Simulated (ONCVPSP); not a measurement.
**Phosphorus: generating and testing an ONCV potential**

Do these settings give a usable potential? It is generated, then checked for transferability, scattering, ghosts and hardness.

The numbers are computed with ONCVPSP 4.0.1.1 (patched build) (LDA (Perdew-Wang 92), scalar-relativistic, spin-unpolarised reference atom).

### Step 1. Starting point

Typed settings, in words:

| Property | Result |
| --- | --- |
| element | phosphorus (P, Z = 15) |
| type | optimised norm-conserving Vanderbilt (ONCV) |
| frozen core | [Ne] |
| valence charge | 5 |
| reference configuration | 3s2 3p2.5 (charge +0.5) |
| partial waves | 3s: rc 1.60 bohr, ncon 5, nbas 9, qcut 3.6 1/bohr, 3 projectors, debl 1.6 Ha; 3p: rc 1.80 bohr, ncon 3, nbas 7, qcut 3.7 1/bohr, 2 projectors, debl 0.5 Ha; d scattering state at 0.05 Ha: rc 1.75 bohr, ncon 3, nbas 6, qcut 6 1/bohr, 1 projector |
| local potential | polynomial inside 1.30 bohr (lpopt 2, dvloc0 3 Ha) |
| core correction | Teter function, fcfact 1.75, rcfact 1.35 |

### Step 2. The generation run

P.dat

```
# ATOM AND REFERENCE CONFIGURATION
# atsym  z   nc   nv     iexc    psfile
  P 15.00    3    2  -001012      upf
#
#   n    l    f
    1    0    2.00
    2    0    2.00
    2    1    6.00
    3    0    2.00
    3    1    2.50
#
# PSEUDOPOTENTIAL AND OPTIMIZATION
# lmax
    2
#
#   l,   rc,      ep,       ncon, nbas, qcut
    0    1.60    0.00    5    9    3.60
    1    1.80    0.00    3    7    3.70
    2    1.75    0.05    3    6    6.00
#
# LOCAL POTENTIAL
# lloc, lpopt,  rc(5),   dvloc0
    4    2    1.30    3.00
#
# VANDERBILT-KLEINMAN-BYLANDER PROJECTORs
# l, nproj, debl
    0    3    1.60
    1    2    0.50
    2    1    1.90
#
# MODEL CORE CHARGE
# icmod, fcfact, rcfact
    3    1.75    1.35
#
# LOG DERIVATIVE ANALYSIS
# epsh1, epsh2, depsh
   -2.00    5.00    0.02
#
# OUTPUT GRID
# rlmax, drl
    6.00    0.01
#
# TEST CONFIGURATIONS
# ncnf
    4
# nvcnf
#   n    l    f
    2
    3    0    2.00
    3    1    3.00
#
    2
    3    0    2.00
    3    1    2.00
#
    2
    3    0    2.00
    3    1    1.00
#
    2
    3    0    1.00
    3    1    4.00
#
```

Command:

```bash
$ oncvpsp.x < P.dat > P.out
```

Before running it: what results should come out? Wanted: cutoffs for 1 and 0.1 mHa per electron, occupied waves; bound ghosts; GHOST(+) flags; largest test error; largest phase difference near zero energy, channels read; rms error of d²Exc/dn², without and with the model core.

As calculated:

```
                                                quantity                       value
  cutoffs for 1 and 0.1 mHa per electron, occupied waves             34 Ha and 78 Ha
                                            bound ghosts             s at -471.37 eV
                                          GHOST(+) flags  s at 1012 eV, s at 1741 eV
                            largest test error (AE − PS)        +13 meV, for 3s2 3p1
largest phase difference near zero energy, channels read                   0.002 rad
 rms error of d²Exc/dn², without and with the model core           3.92 and 2.16 mHa
```

**Reading.** A bound ghost (s) makes it unfit for use: electrons can fall into a state that the atom doesn't have. By total energies transferability is good: the largest error is 13 meV on 25.2 eV, for 3s2 3p1. Atomic tests can pass in spite of a ghost, since they solve only for the levels asked. The potential is of middling hardness: the looser tolerance needs 34 Ha. At the looser tolerance the 3s wave is the slowest; 3p needs 5 Ha. Near zero energy the phases of the channels with partial waves agree within 0.002 rad. The program also flags highly localised states, GHOST(+) (s).
